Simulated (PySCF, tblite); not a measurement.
**CF3CH2OCH2CF3: geometry, infrared bands, NMR shifts, spin-spin couplings and electronic excitations**

Aim: predict the infrared bands, NMR shifts, spin-spin couplings and electronic excitations of CF3CH2OCH2CF3 (`FC(F)(F)COCC(F)(F)F`).

Computed with tblite 0.8.0 and PySCF 2.14.0, with density-fitted response routines of our own, on a single molecule in the gas phase. Atoms count from 0, in the outputs and in this text.

**1. The starting structure**

15 atoms, charge 0, multiplicity 1; geometry from: force field or distance geometry start.

Bonds of the start (Å): F0–C1 1.34, C1–F2 1.36, C1–F3 1.36, C1–C4 1.52, C4–O5 1.44, O5–C6 1.44, C6–C7 1.52, C7–F8 1.35, C7–F9 1.36, C7–F10 1.35, C4–H11 1.10, C4–H12 1.09, C6–H13 1.10, C6–H14 1.10.

**2. Relaxing the molecule with GFN2-xTB**

Job settings and geometry (Å):

```
{"job": {"kind": "relax", "xc": "GFN2-xTB", "basis": "xTB"}, "charge": 0, "multiplicity": 1}
F      1.741900     1.315900     0.662100
C      2.117100     0.081300     0.283100
F      2.162300    -0.699200     1.402000
F      3.385500     0.183000    -0.186000
C      1.191700    -0.497300    -0.770200
O     -0.145700    -0.827500    -0.355100
C     -0.906200     0.309100     0.086000
C     -2.382700    -0.023100     0.262700
F     -3.064400     1.062400     0.679400
F     -2.949000    -0.425000    -0.903500
F     -2.587900    -1.003800     1.170700
H      1.128100     0.188100    -1.627700
H      1.626000    -1.425300    -1.142000
H     -0.510500     0.641300     1.051900
H     -0.810500     1.128000    -0.635500
```

Started as:

```sh
OMP_NUM_THREADS=2 python probes_run.py task.json out
```

One launch serves the whole session: the jobs run in the order shown.

**Question.** This job is followed by: GFN2-xTB harmonic vibrations, gas phase; PBE0-D3(BJ)/def2-SVP geometry optimisation, gas phase; GIAO PBE0/pcSseg-1 NMR shielding, non-relativistic, gas phase; B3LYP/pcJ-1 indirect spin-spin coupling, non-relativistic, gas phase; TDDFT PBE0/def2-SVPD, vertical, gas phase, core orbitals frozen in the response; GIAO wB97X-D/pcSseg-2 NMR shielding, non-relativistic, gas phase. Predict these results of the whole session: strongest single infrared mode (GFN2-xTB); zero-point energy (GFN2-xTB); point group; rotational constants (main isotopes); 13C shifts against TMS (PBE0/pcSseg-1, means over atoms taken as alike); 1H shifts against TMS (PBE0/pcSseg-1, means over atoms taken as alike); 19F shifts against CFCl3 (PBE0/pcSseg-1, means over atoms taken as alike); 17O shifts against H2O (PBE0/pcSseg-1); largest coupling of the table (B3LYP/pcJ-1); lowest singlet (PBE0/def2-SVPD); brightest single state of those computed; lowest triplet; range of the shift of F0 (with its like atoms).

As calculated:

| quantity | value |
| --- | --- |
| strongest single infrared mode (GFN2-xTB) | 1088 cm⁻¹, 257 km/mol |
| zero-point energy (GFN2-xTB) | 53.5 kcal/mol |
| point group | C1 |
| rotational constants (main isotopes) | 2.58, 0.47, 0.46 GHz |
| 13C shifts against TMS (PBE0/pcSseg-1, means over atoms taken as alike) | 128.5, 72.9 ppm |
| 1H shifts against TMS (PBE0/pcSseg-1, means over atoms taken as alike) | 3.65 ppm |
| 19F shifts against CFCl3 (PBE0/pcSseg-1, means over atoms taken as alike) | -89.0 ppm |
| 17O shifts against H2O (PBE0/pcSseg-1) | 13.2 ppm |
| largest coupling of the table (B3LYP/pcJ-1) | 1J(F,C) F0–C1, -346.1 Hz (mean over like pairs) |
| lowest singlet (PBE0/def2-SVPD) | 7.93 eV (156 nm), f = 0.020 |
| brightest single state of those computed | state 10, 10.18 eV, f = 0.040 |
| lowest triplet | 7.62 eV |
| range of the shift of F0 (with its like atoms) | -89.0 to -80.6 ppm |

**Reading.** Relaxing lowered the energy by 0.162 eV in 49 steps; the close pair that moved most is C4–O5, from 1.439 to 1.395 Å (GFN2-xTB). No mode is imaginary among the 39: a minimum at this level. The strongest single mode, at 1088 cm⁻¹, moves mainly C1. GFN2-xTB is a fitted tight-binding method: band positions and strengths are rough. Its intensities can rank the bands wrongly. The start of the PBE0/def2-SVP relaxation was shaken at random by about 0.01 Å, so part of the energy gained, and of the first lengths quoted, undoes that. The optimisation took 11 steps and gained 0.157 eV; among the close pairs (by a distance rule), C1–F3 changed most, from 1.375 to 1.334 Å (PBE0/def2-SVP). Couplings across rotatable bonds belong to this one conformer; where others are populated, the observed values are averages. Density functionals describe couplings to fluorine poorly, F–F couplings above all, so those rows are rough. The lowest singlet, at 7.93 eV, is HOMO→LUMO 0.91 and is weak; of the 10 states computed, the strongest absorption comes from state 10 at 10.18 eV (the last computed, so partners may be missing). The lowest triplet lies 0.31 eV below the lowest singlet (triplets in Tamm-Dancoff, singlets in full TDDFT). At PBE0/def2-SVPD, states above −ε(HOMO) (8.92 eV) lie where TDDFT describes them poorly and they hang on the basis; the brightest is among them. In ppm, F0 (with its like atoms) moves most: its shift spreads over 8.4 ppm, from -89.0 (PBE0/pcSseg-1) to -80.6 (wB97X-D/pcSseg-2). Most of that comes from the computed reference, not from the atom's own shielding.
